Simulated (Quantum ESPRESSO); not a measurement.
Crystal: CuF3.

```
Cu F
1.0
     3.76477    0.00000    0.00000
     0.00000    3.76477    0.00000
     0.00000    0.00000    3.76477
Cu F
1 3
Cartesian
  0.0000 0.0000 0.0000
  1.8824 0.0000 0.0000
  0.0000 0.0000 1.8824
  0.0000 1.8824 0.0000
```

The cell comes from a database or a generator and needn't be the stable form of this composition.

```yaml
Program: Quantum ESPRESSO 7.5
Task: phonons
Functional: LDA
Potentials_or_basis: GBRV 1.5 LDA
Cutoff: 762 eV
Density_cutoff: 6095 eV
k_mesh: 6 × 6 × 6, shifted
Occupations: fermi-dirac, width 0.05 eV
Spin: no spin polarisation
Form_of_the_LDA_correlation: PZ81
Mixing_beta: 0.5
Most_SCF_iterations: 120
SCF_threshold: 8e-10 Ry
```

The cell and the atoms were relaxed first, to 12.49 Å³/atom (a = 3.683 Å, b = 3.683 Å, c = 3.683 Å, α = 90.00°, β = 90.00°, γ = 90.00°), and the response was taken there.

Problem. Where do the zone-centre optical modes lie?

Solution. T2u at 137 cm⁻¹ (silent); T1u at 192 cm⁻¹ (IR); T1u at 627 cm⁻¹ (IR).

Optical modes at Γ, degenerate ones joined:
```
cm⁻¹  components  symmetry  active in
 137           3       T2u     silent
 192           3       T1u         IR
 627           3       T1u         IR
```

Caveat: the mesh is thin for the phonons of a metal; the run has no spin polarisation, though such a crystal can be magnetic.
